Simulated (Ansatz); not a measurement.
# Sc (I4/mmm): single point from an input typed as a dict

The task is a single point from an input typed as a dict, for Sc (I4/mmm).

Program: the Python package of Ansatz 0.2.0. Level of theory: DFT LDA, plane waves, PAW. These are calculated values, not measurements.

**1. The system**

It takes space group I4/mmm (No. 139, tetragonal). The conventional cell has a = 3.758 Å, b = 3.758 Å, c = 4.761 Å, α = 90.00°, β = 90.00°, γ = 90.00°. Sc (site symmetry 4/mmm) is surrounded by 12 Sc at 3.57 to 3.76 Å.

The script holds or builds the structure itself.

**2. Script**

The input, sc.py:

```python
"""Sc from an input typed as a mapping."""

from collections import Counter

import ansatz as az
import numpy as np


def main() -> None:
    settings = {
        "crystal": {
            "lattice": [[-1.879, 1.879, 2.3805], [1.879, -1.879, 2.3805], [1.879, 1.879, -2.3805]],
            "atoms": [{"symbol": "Sc", "position": [0.0, 0.0, 0.0]}],
        },
        "kpoints": {"mp_grid": {"grid": [9, 9, 9]}},
        "hamiltonian": {"xc": "lda"},
        "scf": {
            "occupations": {"method": "gaussian", "width": 0.05},
            "mixing": {"preconditioner": "local_kerker"},
        },
        "basis": {"ecutwfc": 470, "ecutrho_ratio": 8},
        "output": {"forces": True, "stress": True},
    }

    result = az.Session.from_dict(settings).plan().execute()
    rep = result.report

    energy = rep["free_energy_ev"]
    print("Sc: {:.6f} eV = {:.6f} Ry = {:.6f} Ha".format(energy, energy / 13.605693, energy / 27.211386))
    print("Fermi level {:.4f} eV, {} k-points, {} symmetry operations".format(rep["fermi_energy_ev"], rep["n_kpoints"], rep["n_symmetry_ops"]))

    # forces, one row an atom
    print("forces (eV/A)")
    for site, force in zip(result.lattice.sites, rep["forces_ev_ang"]):
        print(f"  {site.symbol:2s} {force[0]:9.4f} {force[1]:9.4f} {force[2]:9.4f}")

    # the stress is positive in compression
    stress = np.array(rep["stress_gpa"])
    print(f"pressure {np.trace(stress) / 3:.3f} GPa")
    print("stress tensor, GPa, positive in compression")
    print(np.round(stress, 3) + 0.0)

    told = Counter((n["data"]["severity"], n["data"]["kind"]) for n in result.notices if n["event"] == "notice")
    for (severity, kind), count in sorted(told.items()):
        print(f"{severity:8s} {kind} x{count}")


if __name__ == "__main__":
    main()
```

**3. The run**

Started as:

```sh
$ python sc.py
```

**Question.** What results will this script give? Wanted: free energy; gap on the mesh; pressure; largest force.

**Answer**, as computed:

```
       quantity          value
    free energy  -2088.3906 eV
gap on the mesh           none
       pressure     -12.02 GPa
  largest force     0.000 eV/Å
```

In words: Filled and empty levels meet on the mesh: no gap at this level. The pressure of -12.0 GPa means that the cell would shrink if relaxed at this level. All forces vanish by symmetry. Caveats:
- The run is spin-unpolarised.
- The mesh is modest for a metal, so energies can be off by several to tens of meV an atom and pressures by half a GPa or more; differences at equal mesh fare better.
- Only differences from the Fermi energy are physical; the zero of the scale is a convention.
- At these settings the cell as given stands under about -12 GPa, so it isn't at this functional's equilibrium volume.
- This isn't the structure that Sc takes at ambient conditions.
